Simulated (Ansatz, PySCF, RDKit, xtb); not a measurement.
# Solving InGeOF3, step by step

Only the formula InGeOF3 is given. Aim: find the structure of lowest free energy at 298.15 K, then its properties.

Plan: many cheap relaxations first (GFN2-xTB), then density-functional screening, relaxation at PBE-D3(BJ)/def2-SVP, vibrations and a final energy. The numbers are computed, not measured.

6 further runs of the same task are left out: 6 set aside as unsound or not needed.

## 1. Drawing up candidates

All bonding patterns within simple valence rules are listed by program: one Lewis structure each, at most two rings and one unusual centre or charged pair. O–O, O–halogen and N–halogen bonds and N–N–N chains are not drawn. That gives 11 candidates.

| label | SMILES | spin |
| --- | --- | --- |
| c155 | [F][Ge+]1[O][In-]1([F])[F] | singlet |
| c268 | [O]=[Ge]([F])[In]([F])[F] | singlet |
| c277 | [F][Ge][O][In]([F])[F] | singlet |
| c338 | [F][Ge-]1([F])([F])[O][In+]1 | singlet |
| c438 | [F][Ge]([F])([F])[O][In] | singlet |
| c566 | [F][Ge][O][In]([F])[F] | triplet |
| c681 | [F][Ge]([F])([F])[O][In] | triplet |
| c830 | [O]=[Ge-]([F])([F])[In+][F] | singlet |
| c849 | [O-][In+][Ge]([F])([F])[F] | singlet |
| c856 | [O]=[Ge+][In-]([F])([F])[F] | singlet |
| c906 | [F][In]1[O][Ge]1([F])[F] | singlet |

Candidates are built by distance geometry, with a force field where one applies, in up to four conformers (letters a to d). 10 starts with atoms placed at random are added, to find patterns that the rules miss.

**Question.** With final energies at CCSD(T)/def2-SVP + MP2/def2-TZVPP - MP2/def2-SVP, which structure will this search put lowest in free energy, and by what margin?

| quantity | value |
| --- | --- |
| lowest structure found | [F][Ge]([F])([F])[O][In], singlet, Cs |
| next finalist | [O][Ge]([F])([F])([F])[In] ‡, singlet, 29.8 kcal/mol higher in G |
| share at equilibrium, among the finalists | 100.0 % |
| harmonic wavenumbers, lowest and highest (PBE-D3(BJ)/def2-SVP) | 30 and 814 cm⁻¹ |
| rotational constants, same geometry | 0.1203, 0.02007, 0.01996 cm⁻¹ |
| dipole moment (PBE0/def2-SVPD) | 5.15 D |
| HOMO energy (PBE0/def2-SVPD) | -8.07 eV |
| LUMO energy (PBE0/def2-SVPD) | -2.10 eV |
| HOMO–LUMO gap (PBE0/def2-SVPD) | 5.97 eV |
| lowest excitation (TD-B3LYP/def2-SVPD) | 5.05 eV (f = 0.121) |
| strongest of the states computed, same level | 5.52 eV (f = 0.141) |
| lowest triplet excitation, same level, Tamm-Dancoff | 3.89 eV |
| vertical ionisation energy | 10.13 eV |
| vertical electron affinity | 0.50 eV |
| vertical triplet less singlet | +3.77 eV |

The search ends on `[F][Ge]([F])([F])[O][In]`. The margin of 29.8 kcal/mol over the next finalist is beyond the usual error of the last level; it says nothing of structures that weren't ranked. PBE-D3(BJ)/def2-SVP, HF/def2-SVP and MP2/def2-SVP already put its bonding pattern lowest among the structures in one piece. Spin-orbit coupling, which matters for elements this heavy, is left out. 2 minima inside the window were never screened. The search is not exhaustive (a finite list of starts, one conformer a finalist), so a lower isomer can't be ruled out. Patterns outside the rules of the enumeration were met only by chance.

‡ marks the bonded skeleton alone, with all bonds drawn single: no Lewis structure was assigned that passes a check against the bond lengths.
